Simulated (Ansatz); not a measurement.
# Cl3GeH3Si: the cost of one run

Program: the Python package of Ansatz 0.2.0. The levels of theory stand in the script. These are calculated values, not measurements.

**1. The structure**

Bond lengths: Cl1–Ge2 2.185 Å, Ge2–Si3 2.286 Å, Si3–Cl4 2.156 Å, Si3–Cl5 2.102 Å, Ge2–H6 1.548 Å, Ge2–H7 1.553 Å, Si3–H8 1.465 Å. Angles: Cl1–Ge2–Si3 107.9°, Cl1–Ge2–H6 111.0°, Cl1–Ge2–H7 110.8°, Si3–Ge2–H6 109.0°, Si3–Ge2–H7 108.3°, H6–Ge2–H7 109.7°, Ge2–Si3–Cl4 111.2°, Ge2–Si3–Cl5 110.6°, Ge2–Si3–H8 112.4°, Cl4–Si3–Cl5 107.4°, Cl4–Si3–H8 107.1°, Cl5–Si3–H8 107.8°.

The script holds or builds the structure itself.

**2. The script**

File methods_cl3geh3si.py:

```python
from pathlib import Path

import ansatz as az
import numpy as np

GEOMETRY = '''
Cl   -1.86900   -1.40010    1.46760
Ge   -1.17020    0.15630    0.10220
Si    1.06010   -0.18300   -0.26440
Cl    2.17890   -0.07110    1.57570
Cl    1.82930    1.28470   -1.55800
H    -1.91950    0.08500   -1.25000
H    -1.35350    1.56460    0.72960
H     1.33620   -1.49350   -0.85840
'''

cl3geh3si = az.Crystal.molecule()
for line in GEOMETRY.strip().splitlines():
    symbol, *xyz = line.split()
    cl3geh3si = cl3geh3si.atom(symbol, [float(v) for v in xyz])

base = cl3geh3si.calculation().basis(gaussian='def2-SVP')

print('functional    E (Ha)        dipole (D)   HOMO (eV)  LUMO (eV)')
for name in ['hse06', 'lc_wpbe', 'lda', 'r2scan0', 'pbe', 'cam_b3lyp']:
    report = base.functional(name).forces().orbitals().run(threads=1, runs_dir='runs').report
    lines = Path(report['orbitals_path']).read_text().splitlines()
    field_of = lambda key: [line.split('=')[1].strip() for line in lines if line.startswith(key)]
    orbitals = [(27.211386 * float(e), s, float(n)) for e, s, n in zip(field_of('Ene='), field_of('Spin='), field_of('Occup='))]
    homo = max(e for e, _, n in orbitals if n > 0.5)
    lumo = min(e for e, _, n in orbitals if n < 0.5)
    dipole = 4.803205 * np.linalg.norm(report['charge_distribution']['dipole_moment_e_ang'])
    print(f'{name:10s} {report["free_energy_ev"] / 27.211386246:14.6f} {dipole:9.3f} {homo:11.3f} {lumo:10.3f}')
```

**3. What the engine is handed**

The package turns the script's settings into the engine's input (first run):

```yaml
crystal:
  periodic: [false, false, false]
  atoms:
    - { symbol: Cl, position_ang: [-1.869, -1.4001, 1.4676] }
    - { symbol: Ge, position_ang: [-1.1702, 0.1563, 0.1022] }
    - { symbol: Si, position_ang: [1.0601, -0.183, -0.2644] }
    - { symbol: Cl, position_ang: [2.1789, -0.0711, 1.5757] }
    - { symbol: Cl, position_ang: [1.8293, 1.2847, -1.558] }
    - { symbol: H, position_ang: [-1.9195, 0.085, -1.25] }
    - { symbol: H, position_ang: [-1.3535, 1.5646, 0.7296] }
    - { symbol: H, position_ang: [1.3362, -1.4935, -0.8584] }
basis:
  gaussian:
    orbitals: def2-SVP
hamiltonian:
  xc: hse06
output:
  orbitals: {}
  forces: true
```

**4. Launch**

Started as:

```bash
python methods_cl3geh3si.py
```

What time and memory should one allow on 1 thread of Arm Neoverse V2, shared host?

About 36 s, with a peak of 0.46 GiB.
